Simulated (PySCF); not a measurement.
# A diatomic session: RuF+

The task here is to estimate one member of a computed series from the others.

The runs use PySCF 2.14.0; Ru def2-TZVPPD with ECP28, F def2-TZVPPD, scalar-relativistic core potentials.

Set-up of the first run:

Settings of the job:

- atoms: Ru, F
- charge: 1
- basis: Ru def2-TZVPPD with ECP28, F def2-TZVPPD
- Hamiltonian: scalar-relativistic core potentials
- basis functions: 96
- electrons treated: 24
- masses in u: 101.9043, 18.9984
- levels: PBE0, PBE, r²SCAN, B2PLYP, M06-L, TPSSh, BLYP, LDA, LC-ωPBE, HF, MP2, SCS-MP2, CCSD, CCSD(T)
- grid: 80 radial by 434 angular points
- occupations: held fixed by the projection of orbital angular momentum
- dissociation limit: Ru+ + F, each in its ground configuration
- starting distance in angstrom: 1.910
- values of 2S to try: 0, 2, 4, 6

The run is started by

```
$ OMP_NUM_THREADS=2 python dia.py task.json out
```

Steps of the session up to this table: Input; First curve: PBE0; Excited determinants; PBE; r²SCAN (meta-GGA); B2PLYP; M06-L (meta-GGA); TPSSh (hybrid meta-GGA); BLYP (GGA); LDA (local density); LC-ωPBE (range-separated hybrid); UHF (mean field); Correlated methods on the Hartree–Fock reference.

One table of the session follows, with a row left open; its other results are not shown here.

Energy (eV) from each level's lowest point:

```
R (Å)    UHF  UHF-MP2  UHF-SCS-MP2  UHF-CCSD  UHF-CCSD(T)
1.559  1.986    1.502        1.621       n/a          n/a
1.632  0.981    0.668        0.747     0.758        0.762
1.704      ?        ?            ?         ?            ?
1.759  0.131    0.045        0.065     0.065        0.068
1.813  0.014    0.000        0.000     0.000        0.000
1.867  0.000    0.046        0.028     0.030        0.026
1.940  0.101    0.212        0.173     0.178        0.167
2.031  0.363    0.532        0.472     0.481        0.457
2.139  0.796    1.009        0.929     0.944        0.899
2.284  1.471    1.710        1.608       n/a          n/a
```

Q: Estimate the row for R (Å) = 1.704 from the others.

Worked estimate for «UHF». A straight line through the neighbours (1.632, 0.981) and (1.759, 0.131) gives 0.981 + (0.131 − 0.981) × (1.704 − 1.632) / (1.759 − 1.632) = 0.499; a parabola fitted to 4 rows on both sides gives 0.369.

As computed: UHF: 0.381; UHF-MP2: 0.208; UHF-SCS-MP2: 0.251; UHF-CCSD: 0.253; UHF-CCSD(T): 0.258. In «UHF» the line misses by +0.118 and the parabola by -0.012.

Caveats from the session: Lowest PBE0 solution found, without spin–orbit coupling: ⁵Δ (quintet), unpaired electrons σ ↑, π ↑↑, δ ↑. The state is the lowest single determinant that the PBE0 search found; with open d or f shells the true ground state can be another one. Spin–orbit coupling is left out.
